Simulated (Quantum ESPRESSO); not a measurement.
# BeB5 (F-43m) in Quantum ESPRESSO: reference runs

Reference runs on BeB5: the cell as given.

All numbers are computed with Quantum ESPRESSO 7.5; they aren't measurements. Logs are shortened: lines on timing, memory, paths and dates and some standing lists are left out, and cuts for length are marked.

## Step 1: The crystal as given

It takes space group F-43m (No. 216, cubic). Conventional cell: a = 5.548 Å, b = 5.548 Å, c = 5.548 Å, α = 90.00°, β = 90.00°, γ = 90.00°. Be (site symmetry -43m) is surrounded by 16 B at 2.30 to 2.40 Å. B (site symmetry -43m) has 12 B at 2.30 Å and 4 Be at 2.40 Å as nearest neighbours. B (site symmetry 3m) has 6 B at 1.96 Å as nearest neighbours.

The cell was built by a generator and needn't be a form met in nature.

## Step 2: Single point, PBE

Contents of pw.in:

```
&CONTROL
  calculation = 'scf'
  prefix = 'pwscf'
  outdir = './tmp'
  pseudo_dir = './pseudo'
  tprnfor = .true.
  tstress = .true.
  disk_io = 'nowf'
/
&SYSTEM
  ibrav = 0
  nat = 6
  ntyp = 2
  ecutwfc = 55
  ecutrho = 440
  nbnd = 16
  occupations = 'smearing'
  smearing = 'fd'
  degauss = 0.00367493
/
&ELECTRONS
  conv_thr = 1.2d-09
  electron_maxstep = 120
  mixing_beta = 0.5
/
ATOMIC_SPECIES
Be     9.0122 be_pbe_v1.4.uspp.F.UPF
B     10.8100 b_pbe_v1.4.uspp.F.UPF
CELL_PARAMETERS angstrom
   0.0000000000    2.7742185400    2.7742185400
   2.7742185400    0.0000000000    2.7742185400
   2.7742185400    2.7742185400    0.0000000000
ATOMIC_POSITIONS crystal
Be     0.0000000000    0.0000000000    0.0000000000
B      0.7500000000    0.7500000000    0.7500000000
B      0.3750000000    0.3750000000    0.8750000000
B      0.3750000000    0.8750000000    0.3750000000
B      0.8750000000    0.3750000000    0.3750000000
B      0.3750000000    0.3750000000    0.3750000000
K_POINTS automatic
8 8 8 0 0 0
```

Potentials or basis: SSSP 1.3 efficiency PBE.

Started as:

```console
$ OMP_NUM_THREADS=1 pw.x -in pw.in > pw.out
```

pw.out:

```text
This program is part of the open-source Quantum ESPRESSO suite
     for quantum simulation of materials; please cite
         "P. Giannozzi et al., J. Phys.:Condens. Matter 21 395502 (2009);
         "P. Giannozzi et al., J. Phys.:Condens. Matter 29 465901 (2017);
         "P. Giannozzi et al., J. Chem. Phys. 152 154105 (2020);
     in publications or presentations arising from this work. More details at

     Message from routine setup:
     using ibrav=0 with symmetry is DISCOURAGED, use correct ibrav instead

     G-vector sticks info
     --------------------
     sticks:   dense  smooth     PW     G-vecs:    dense   smooth      PW
     Sum        1663     847    253                44975    16049    2685

     Using Slab Decomposition

     bravais-lattice index     =            0
     lattice parameter (alat)  =       7.4140  a.u.
     unit-cell volume          =     288.1699 (a.u.)^3
     number of atoms/cell      =            6
     number of atomic types    =            2
     number of electrons       =        19.00
     number of Kohn-Sham states=           16
     kinetic-energy cutoff     =      55.0000  Ry
     charge density cutoff     =     440.0000  Ry
     scf convergence threshold =      1.2E-09
     mixing beta               =       0.5000
     number of iterations used =            8  plain     mixing
     Exchange-correlation=  SLA  PW   PBX  PBC
                           (   1   4   3   4   0   0   0)

     celldm(1)=   7.414033  celldm(2)=   0.000000  celldm(3)=   0.000000
     celldm(4)=   0.000000  celldm(5)=   0.000000  celldm(6)=   0.000000

     crystal axes: (cart. coord. in units of alat)
               a(1) = (   0.000000   0.707107   0.707107 )
               a(2) = (   0.707107   0.000000   0.707107 )
               a(3) = (   0.707107   0.707107   0.000000 )

     reciprocal axes: (cart. coord. in units 2 pi/alat)
               b(1) = ( -0.707107  0.707107  0.707107 )
               b(2) = (  0.707107 -0.707107  0.707107 )
               b(3) = (  0.707107  0.707107 -0.707107 )

     PseudoPot. # 1 for Be read from file:
     be_pbe_v1.4.uspp.F.UPF
     Pseudo is Ultrasoft, Zval =  4.0
     Generated by new atomic code, or converted to UPF format
     Using radial grid of  769 points,  6 beta functions with:
                l(1) =   0
                l(2) =   0
                l(3) =   0
                l(4) =   1
                l(5) =   1
                l(6) =   2
     Q(r) pseudized with 10 coefficients,  rinner =    1.000   1.000   1.000
                                                       1.000   1.000

     PseudoPot. # 2 for B  read from file:
     b_pbe_v1.4.uspp.F.UPF
     Pseudo is Ultrasoft + core correction, Zval =  3.0
     Generated by new atomic code, or converted to UPF format
     Using radial grid of  781 points,  4 beta functions with:
                l(1) =   0
                l(2) =   0
                l(3) =   1
                l(4) =   1
     Q(r) pseudized with  8 coefficients,  rinner =    1.100   1.100   1.100

     atomic species   valence    mass     pseudopotential
     Be                4.00     9.01220     Be( 1.00)
     B                 3.00    10.81000     B ( 1.00)

     24 Sym. Ops. (no inversion) found

   Cartesian axes

     site n.     atom                  positions (alat units)
         1        Be     tau(   1) = (   0.0000000   0.0000000   0.0000000  )
         2        B      tau(   2) = (   1.0606602   1.0606602   1.0606602  )
         3        B      tau(   3) = (   0.8838835   0.8838835   0.5303301  )
         4        B      tau(   4) = (   0.8838835   0.5303301   0.8838835  )
         5        B      tau(   5) = (   0.5303301   0.8838835   0.8838835  )
         6        B      tau(   6) = (   0.5303301   0.5303301   0.5303301  )

     number of k points=    29  Fermi-Dirac smearing, width (Ry)=  0.0037
                       cart. coord. in units 2pi/alat
        k(    1) = (   0.0000000   0.0000000   0.0000000), wk =   0.0039062
        k(    2) = (   0.0883883   0.0883883  -0.0883883), wk =   0.0312500
        k(    3) = (   0.1767767   0.1767767  -0.1767767), wk =   0.0312500
        k(    4) = (   0.2651650   0.2651650  -0.2651650), wk =   0.0312500
        k(    5) = (  -0.3535534  -0.3535534   0.3535534), wk =   0.0156250
        k(    6) = (   0.1767767   0.0000000   0.0000000), wk =   0.0234375
[... 21 lines left out ...]
        k(   28) = (  -0.7071068   0.1767767  -0.0000000), wk =   0.0468750
        k(   29) = (  -0.7071068   0.3535534   0.0000000), wk =   0.0234375

     Dense  grid:    44975 G-vectors     FFT dimensions: (  50,  50,  50)

     Smooth grid:    16049 G-vectors     FFT dimensions: (  36,  36,  36)

     Initial potential from superposition of free atoms

     starting charge      18.9984, renormalised to      19.0000
     Starting wfcs are   25 randomized atomic wfcs

     Self-consistent Calculation

     iteration #  1     ecut=    55.00 Ry     beta= 0.50
     Davidson diagonalization with overlap
     ethr =  1.00E-02,  avg # of iterations =  2.0

     Threshold (ethr) on eigenvalues was too large:
     Diagonalizing with lowered threshold

     Davidson diagonalization with overlap
     ethr =  5.18E-04,  avg # of iterations =  1.9

     total energy              =     -59.63104747 Ry
     estimated scf accuracy    <       0.09964403 Ry
[... 12 lines left out ...]
     total energy              =     -59.66343594 Ry
     estimated scf accuracy    <       0.00038247 Ry

     iteration #  4     ecut=    55.00 Ry     beta= 0.50
     Davidson diagonalization with overlap
     c_bands:  1 eigenvalues not converged
     ethr =  2.01E-06,  avg # of iterations =  7.0

     total energy              =     -59.66355367 Ry
     estimated scf accuracy    <       0.00006578 Ry

     iteration #  5     ecut=    55.00 Ry     beta= 0.50
     Davidson diagonalization with overlap
     ethr =  3.46E-07,  avg # of iterations =  1.8
[... 25 lines left out ...]
     iteration #  9     ecut=    55.00 Ry     beta= 0.50
     Davidson diagonalization with overlap
     ethr =  6.89E-12,  avg # of iterations =  3.7

     End of self-consistent calculation

          k = 0.0000 0.0000 0.0000 (  1989 PWs)   bands (ev):

   -90.2440  -5.2939   2.5576   5.1804   5.1804   5.1804   8.5702   8.5702
     8.5702   8.6808   9.6030   9.6030  12.2116  12.2116  12.2116  16.2904
[... 93 lines left out ...]
   -90.2440  -1.7855  -1.2651   0.0843   3.0615   3.3266   6.6918  10.1624
    10.4995  12.2420  12.8051  15.5718  15.9602  16.8103  16.8175  17.8285

          k =-0.7071 0.0000 0.0000 (  2012 PWs)   bands (ev):

   -90.2440  -1.7915  -1.5612   2.2395   2.5430   2.5430   3.7794  13.3354
    13.5229  13.5229  13.8817  13.9356  15.0548  16.0535  16.0535  16.5112

          k = 0.3536 0.1768 0.0000 (  1980 PWs)   bands (ev):
[... 26 lines left out ...]
   -90.2440  -2.4316  -0.6810   0.2328   2.2508   5.0946   7.2705   8.7543
     9.6987  12.0560  12.6386  14.8154  15.5305  16.8164  16.9520  18.5825

          k =-0.7071 0.1768-0.0000 (  1996 PWs)   bands (ev):

   -90.2440  -1.6103  -1.4647   0.8034   1.6712   4.4215   5.1039  10.6259
    11.3176  13.7550  14.4271  14.8576  15.1458  16.2488  17.2235  17.2705

          k =-0.7071 0.3536 0.0000 (  1964 PWs)   bands (ev):

   -90.2440  -1.3504  -1.3348   0.0565   1.1564   6.0118   6.3906   8.6674
     9.6622  14.2088  14.3557  14.4681  15.3837  15.9100  17.5135  17.5727

     the Fermi energy is    11.3900 ev

!    total energy              =     -59.66356147 Ry
     estimated scf accuracy    <          4.8E-11 Ry
     smearing contrib. (-TS)   =      -0.00148247 Ry
     internal energy E=F+TS    =     -59.66207899 Ry

     The total energy is F=E-TS. E is the sum of the following terms:
     one-electron contribution =       2.80853763 Ry
     hartree contribution      =       4.97873010 Ry
     xc contribution           =     -19.57859533 Ry
     ewald contribution        =     -47.87075139 Ry

     convergence has been achieved in   9 iterations

     Forces acting on atoms (cartesian axes, Ry/au):

     atom    1 type  1   force =     0.00000000    0.00000000    0.00000000
     atom    2 type  2   force =    -0.00000000    0.00000000    0.00000000
     atom    3 type  2   force =     0.00007072    0.00007072   -0.00007072
     atom    4 type  2   force =     0.00007072   -0.00007072    0.00007072
     atom    5 type  2   force =    -0.00007072    0.00007072    0.00007072
     atom    6 type  2   force =    -0.00007072   -0.00007072   -0.00007072

     Total force =     0.000245     Total SCF correction =     0.000003

     Computing stress (Cartesian axis) and pressure

          total   stress  (Ry/bohr**3)                   (kbar)     P=     -182.10
  -0.00123788  -0.00000000  -0.00000000         -182.10       -0.00       -0.00
  -0.00000000  -0.00123788   0.00000000           -0.00     -182.10        0.00
  -0.00000000  -0.00000000  -0.00123788           -0.00       -0.00     -182.10

=------------------------------------------------------------------------------=
   JOB DONE.
=------------------------------------------------------------------------------=
```

Run time: 7.9 s. Hardware: 1 thread of AMD EPYC 9R45 (Zen 5), shared host; peak memory 0.18 GiB.

What came out:

```
Free energy            : -811.7641 eV
Pressure               : -18.2 GPa
Band gap on the k mesh : none (metal or under the smearing width)
```

Caveat: so large a pressure means that the cell lies far from this level's equilibrium, or that cutoff or potentials fall short.
